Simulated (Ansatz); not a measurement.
# CH₅AsSi: one species, many methods

One table from this session's results is given with a row withheld; the runs are named, their logs left out.

Method: functionals in def2-TZVPP, the program's frozen cores in correlated methods; program: Ansatz 0.2.0, Gaussian basis.

Levels to be run: LDA (SPW92), PBE-D4, revPBE-D4, BLYP-D4, r2SCAN-D4, B97M-V, PBE0-D4, B3LYP-D4, r2SCANh-D4, r2SCAN0-D4, HSE06-D4, BHLYP-D4, CAM-B3LYP-D4, LC-ωPBE, ωB97X-V, ωB97M-V, B2PLYP, PBE-QIDH; CCSD(T)/def2-SVP; CCSD(T)/def2-TZVPP; MP2/def2-QZVPP; extrapolation to the limit; RPA on PBE.

## The relaxed structure

All runs share one geometry, relaxed beforehand with PBE0-D4 in a triple-zeta def2 set.

SMILES `C1[SiH2][AsH]1`, 8 atoms, charge 0, spin multiplicity 1.

Atoms are counted from 1 here; the program's logs count them from 0.

Bond lengths: C1–Si2 1.843 Å, C1–As3 2.046 Å, C1–H4 1.084 Å, C1–H5 1.086 Å, Si2–As3 2.317 Å, Si2–H6 1.480 Å, Si2–H7 1.479 Å, As3–H8 1.526 Å. Angles: Si2–C1–As3 72.9°, Si2–C1–H4 121.0°, Si2–C1–H5 118.1°, As3–C1–H4 114.8°, As3–C1–H5 110.5°, H4–C1–H5 112.8°, C1–Si2–As3 57.6°, C1–Si2–H6 117.5°, C1–Si2–H7 118.2°, As3–Si2–H6 118.8°, As3–Si2–H7 119.8°, H6–Si2–H7 113.8°, C1–As3–Si2 49.5°, C1–As3–H8 92.8°, Si2–As3–H8 89.3°.

As a file:

```xyz
8
charge 0, multiplicity 1
C    -0.77029    0.01789   -0.57599
Si    0.70783    0.66314    0.31566
As   -0.53811   -1.12269    1.10720
H    -0.66722   -0.52403   -1.50929
H    -1.69068    0.59183   -0.52229
H     0.58130    1.97392    0.99048
H     2.04083    0.42234   -0.27714
H     0.42844   -2.07941    0.41557
```

Set-up of the first run:

in.yaml

```yaml
crystal:
  periodic: [false, false, false]
  atoms:
    - {symbol: C, position_ang: [-0.770289, 0.017894, -0.575993]}
    - {symbol: Si, position_ang: [0.707832, 0.663140, 0.315663]}
    - {symbol: As, position_ang: [-0.538107, -1.122687, 1.107201]}
    - {symbol: H, position_ang: [-0.667219, -0.524028, -1.509291]}
    - {symbol: H, position_ang: [-1.690682, 0.591835, -0.522289]}
    - {symbol: H, position_ang: [0.581297, 1.973921, 0.990481]}
    - {symbol: H, position_ang: [2.040832, 0.422339, -0.277138]}
    - {symbol: H, position_ang: [0.428436, -2.079414, 0.415567]}
basis:
  gaussian: {orbitals: def2-TZVPP}
hamiltonian: {xc: lda}
output: {orbitals: {seedname: orbitals}}
```

Command:

```console
> ansatz run in.yaml --threads 2 --pin off --events-out ev --progress --plain --max-ram 4352MiB
```

Among the steps run: LDA; PBE-D4 (GGA); revPBE-D4 (GGA); BLYP-D4 (GGA); r2SCAN-D4 (meta-GGA); B97M-V (meta-GGA); B3LYP-D4 (hybrid); r2SCANh-D4 (hybrid); r2SCAN0-D4 (hybrid); HSE06-D4 (hybrid); BHLYP-D4 (hybrid); CAM-B3LYP-D4 (range-separated); LC-ωPBE (range-separated); ωB97X-V (range-separated); ωB97M-V (range-separated); B2PLYP (double hybrid); PBE-QIDH (double hybrid).

One table of the session follows, with a row left open; its other results are not shown here.

It belongs to the step «Frontier levels by functional». 

```
  functional  HOMO (eV)  gap (eV)
 LDA (SPW92)      -6.04      4.73
      PBE-D4          ?         ?
   revPBE-D4      -5.85      4.81
     BLYP-D4      -5.72      4.73
   r2SCAN-D4      -6.13      5.24
      B97M-V      -6.14      5.19
     PBE0-D4      -6.89      6.56
    B3LYP-D4      -6.67      6.14
  r2SCANh-D4      -6.49      5.88
  r2SCAN0-D4      -7.04      6.83
    HSE06-D4      -6.50      5.80
    BHLYP-D4      -7.71      8.23
CAM-B3LYP-D4      -8.06      8.71
     LC-ωPBE      -9.34     11.05
     ωB97X-V      -9.02     10.65
     ωB97M-V      -8.86     10.25
```

Estimate the missing values for PBE-D4.

**Answer.** HOMO (eV): -5.90; gap (eV): 4.79. In the column «HOMO (eV)» it lies between LDA (SPW92) (-6.04) and revPBE-D4 (-5.85).
